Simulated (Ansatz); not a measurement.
# As₂H (quartet): from Hartree-Fock to the top rungs, cc-pVDZ

One table from this session's results is given with a row withheld; the runs are named, their logs left out.

Computed with Ansatz 0.2.0, Gaussian basis. Level: cc-pVDZ, core rule «outside noble gas», up to 28 orbitals frozen.

The runs, in order: UHF; CCSD(T) on ROHF; CCSD(T) on UHF; BCCD(T) on ROHF; CISD as a restricted active space (open shells left free, so some higher excitations enter); CCSDT(Q) on ROHF; CCSDT(Q) on UHF; CASSCF and MRCISD+Q, 11 electrons in 9 orbitals; CASSCF and NEVPT2, 11 electrons in 9 orbitals.

20 further runs of the same task are left out: 9 that didn't finish, 11 set aside as unsound or not needed. Runs told in other sessions of the task aren't counted.

## What is computed

The geometry is a PBE0/def2-TZVP stationary point (not a proven minimum) of the parent state, kept for this charge and spin. No spin-orbit coupling is included. The filled d shell of As may be among the frozen orbitals whatever the setting's name suggests.

3 atoms, charge 0, spin multiplicity 4.

Atoms are counted from 1 here; the program's logs count them from 0.

Bond lengths: As1–As2 2.222 Å, As1–H3 1.535 Å. Angles: As2–As1–H3 94.2°.

Set-up of the first run:

The input, in.yaml:

```yaml
crystal:
  periodic: [false, false, false]
  atoms:
    - {symbol: As, position_ang: [0.000000, -0.035432, 1.102516]}
    - {symbol: As, position_ang: [0.000000, 0.015359, -1.119333]}
    - {symbol: H, position_ang: [0.000000, 1.492029, 1.250029]}
basis:
  gaussian: {orbitals: cc-pVDZ}
magnetization: {spin_polarized: true, initial_magnetization: 3}
hamiltonian: {xc: hf}
output: {orbitals: {seedname: orbitals}}
```

Launch:

```sh
$ ansatz run in.yaml --threads 1 --pin off --events-out ev --progress --plain --max-ram 2393MiB
```

Among the steps run: UHF; CCSD(T) on ROHF; CCSD(T) on UHF; BCCD(T) on ROHF; CISD as a restricted active space (open shells left free, so some higher excitations enter); CCSDT(Q) on ROHF; CCSDT(Q) on UHF; CASSCF and MRCISD+Q, 11 electrons in 9 orbitals; CASSCF and NEVPT2, 11 electrons in 9 orbitals.

One table of the session follows, with a row left open; its other results are not shown here.

```
          method  from UCCSDT(Q) (meV)
            ROHF               +5400.6
             UHF                     ?
            RMP2               +1022.3
            UMP2               +1055.3
            CISD                +542.9
           RCCSD                +181.8
           UCCSD                +167.0
        RCCSD(T)                 +44.7
        UCCSD(T)                 +34.3
         BCCD(T)                 +44.5
          RCCSDT                 +19.0
          UCCSDT                  +8.0
       RCCSDT(Q)                 +10.9
       UCCSDT(Q)                     0
  CASSCF valence               +4394.1
  NEVPT2 valence                +978.9
  MRCISD valence                +365.3
MRCISD+Q valence                 +20.2
```

Estimate the missing values for UHF.

**Answer.** from UCCSDT(Q) (meV): +5164.2. In the column «from UCCSDT(Q) (meV)» it lies between CASSCF valence (+4394.1) and ROHF (+5400.6).

To keep in mind: Restricted and unrestricted rows rest on different reference determinants; a gap between their highest levels can come from leftover correlation error, from unlike frozen cores or from another state.
